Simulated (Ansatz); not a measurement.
# C7H8O2: up Jacob's ladder to CCSD(T)

How much do the methods differ for C7H8O2? The plan is to run it at one geometry with functionals of several rungs and with coupled cluster. The yardstick is the atomisation energy at the CCSD(T) limit.

The runs use Ansatz 0.2.0, Gaussian basis; functionals in def2-TZVPP, the program's frozen cores in correlated methods.

The runs, in order: LDA (SPW92), PBE-D4, revPBE-D4, BLYP-D4, r2SCAN-D4, B97M-V, PBE0-D4, B3LYP-D4, r2SCANh-D4, r2SCAN0-D4, HSE06-D4, BHLYP-D4, CAM-B3LYP-D4, LC-ωPBE, ωB97X-V, ωB97M-V, B2PLYP, PBE-QIDH; CCSD(T)/def2-SVP; CCSD(T)/def2-TZVPP; MP2/def2-QZVPP; extrapolation to the limit; RPA on PBE.

### Step 1. The relaxed structure

An earlier PBE0-D4 in a triple-zeta def2 set relaxation fixed the geometry.

SMILES `Cc1cccc(O)c1O`, 17 atoms, charge 0, spin multiplicity 1.

Atoms are counted from 1 here; the program's logs count them from 0.

Bond lengths: C1–C2 1.495 Å, C1–H10 1.090 Å, C1–H11 1.093 Å, C1–H12 1.093 Å, C2–C3 1.392 Å, C2–C8 1.390 Å, C3–C4 1.385 Å, C3–H13 1.084 Å, C4–C5 1.388 Å, C4–H14 1.083 Å, C5–C6 1.382 Å, C5–H15 1.086 Å, C6–O7 1.367 Å, C6–C8 1.393 Å, O7–H16 0.960 Å, C8–O9 1.355 Å, O9–H17 0.964 Å. Angles: C2–C1–H10 110.8°, C2–C1–H11 111.1°, C2–C1–H12 111.1°, H10–C1–H11 108.6°, H10–C1–H12 108.5°, H11–C1–H12 106.5°, C1–C2–C3 122.3°, C1–C2–C8 119.4°, C3–C2–C8 118.2°, C2–C3–C4 121.4°, C2–C3–H13 118.7°, C4–C3–H13 119.9°, C3–C4–C5 120.0°, C3–C4–H14 120.3°, C5–C4–H14 119.8°, C4–C5–C6 119.3°, C4–C5–H15 120.8°, C6–C5–H15 119.9° and more.

### Step 2. LDA

This LDA is Slater exchange with PW92 correlation.

in.yaml reads:

```yaml
crystal:
  periodic: [false, false, false]
  atoms:
    - {symbol: C, position_ang: [1.986437, -1.348273, -0.041251]}
    - {symbol: C, position_ang: [0.835683, -0.410137, -0.213310]}
    - {symbol: C, position_ang: [0.761105, 0.490122, -1.272253]}
    - {symbol: C, position_ang: [-0.314380, 1.350723, -1.412773]}
    - {symbol: C, position_ang: [-1.347001, 1.326199, -0.486093]}
    - {symbol: C, position_ang: [-1.286901, 0.437611, 0.570801]}
    - {symbol: O, position_ang: [-2.245660, 0.328184, 1.539503]}
    - {symbol: C, position_ang: [-0.203355, -0.427344, 0.709978]}
    - {symbol: O, position_ang: [-0.154216, -1.294943, 1.750173]}
    - {symbol: H, position_ang: [2.715862, -1.216954, -0.840937]}
    - {symbol: H, position_ang: [1.650592, -2.388653, -0.044186]}
    - {symbol: H, position_ang: [2.487593, -1.185868, 0.916706]}
    - {symbol: H, position_ang: [1.567310, 0.510115, -1.997239]}
    - {symbol: H, position_ang: [-0.353819, 2.044232, -2.243808]}
    - {symbol: H, position_ang: [-2.197150, 1.994861, -0.583055]}
    - {symbol: H, position_ang: [-2.952041, 0.955442, 1.368877]}
    - {symbol: H, position_ang: [-0.950072, -1.165327, 2.278888]}
basis:
  gaussian: {orbitals: def2-TZVPP}
hamiltonian: {xc: lda}
output: {orbitals: {seedname: orbitals}}
```

Started as:

```bash
$ ansatz run in.yaml --threads 2 --pin off --events-out ev --progress --plain --max-ram 22528MiB --backend cuda --devices 0, --max-vram 18GiB
```

The runs that follow: PBE-D4 (GGA); revPBE-D4 (GGA); BLYP-D4 (GGA); r2SCAN-D4 (meta-GGA); B97M-V (meta-GGA); B3LYP-D4 (hybrid); r2SCANh-D4 (hybrid); r2SCAN0-D4 (hybrid); HSE06-D4 (hybrid); BHLYP-D4 (hybrid); CAM-B3LYP-D4 (range-separated); LC-ωPBE (range-separated); ωB97X-V (range-separated); ωB97M-V (range-separated); B2PLYP (double hybrid); PBE-QIDH (double hybrid); CCSD(T) in def2-SVP; CCSD(T) in def2-TZVPP; MP2 in def2-QZVPP; RPA on PBE orbitals.

**Question.** What will the summary of the whole plan be? Wanted: atomisation energy, CCSD(T)/CBS; farthest beyond LDA; mean size of error, GGA; mean size of error, meta-GGA; mean size of error, hybrid; mean size of error, range-separated; mean size of error, double hybrid; gap, smallest and largest; T1 diagnostic.

As calculated:

| quantity | value |
| --- | --- |
| atomisation energy, CCSD(T)/CBS | 7820.4 kJ/mol |
| functionals within 39.1 kJ/mol (0.5 %) | B3LYP-D4, r2SCANh-D4, LC-ωPBE, ωB97X-V, PBE-QIDH |
| farthest beyond LDA | PBE-D4 (+321.3 kJ/mol) |
| mean size of error, GGA | 155.4 kJ/mol |
| mean size of error, meta-GGA | 63.4 kJ/mol |
| mean size of error, hybrid | 107.6 kJ/mol |
| mean size of error, range-separated | 37.6 kJ/mol |
| mean size of error, double hybrid | 42.4 kJ/mol |
| gap, smallest and largest | 4.25 eV (LDA (SPW92)), 10.74 eV (LC-ωPBE) |
| T1 diagnostic | 0.0114 |
| triples share of the correlation energy | 4.6 % |

**Reading.** The LDA atomisation energy is off by 1343.7 kJ/mol (17 %): it overbinds. PBE-D4 misses by +321.3 kJ/mol. Double hybrids carry the basis error of their MP2 part in triple zeta, and no dispersion term here, so their miss is partly the set-up's. By mean error the best rung here is range-separated (37.6 kJ/mol) and the worst beyond LDA is GGA (155.4 kJ/mol). The gap between the best rungs is small, so their order is not settled. Misses under about 39.1 kJ/mol are within the doubt on the reference itself, which lacks core-valence correlation, relativity and higher excitations. Hartree-Fock recovers 72 % of the binding; the rest is correlation. CCSD(T) in def2-SVP is off by -311.3 kJ/mol, more than most functionals: a good method in a small basis is no reference. Orbital gaps span 4.2 to 10.7 eV; exact exchange widens them. The restricted reference is unstable towards a spin-broken one.
